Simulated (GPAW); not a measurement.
NbTe:

```
Te Nb
1.0
     3.70297    0.00000    0.00000
    -1.85149    3.20687    0.00000
     0.00000    0.00000    3.69421
Te Nb
1 1
Cartesian
  1.8515 1.0690 0.0000
  0.0000 0.0000 1.8471
```

The cell comes from a database or a generator and needn't be the stable form of this composition.

Base run:

* Program: GPAW 26.7.0
* Functional: BLYP
* Potentials or basis: PAW data sets generated in the run's folder for this functional
* Cutoff: 600 eV
* Basis: pw
* k mesh: 8 × 8 × 7
* Occupations: fermi-dirac, width 0.05 eV
* Spin: no spin polarisation

Its results: pressure 5.5 GPa.

Q: The run is repeated on the same cell with these changes: functional from BLYP to PBEsol. What comes out?

A: Pressure -6.1 GPa.

PBEsol binds more tightly than BLYP, so the same cell stands under less pressure.
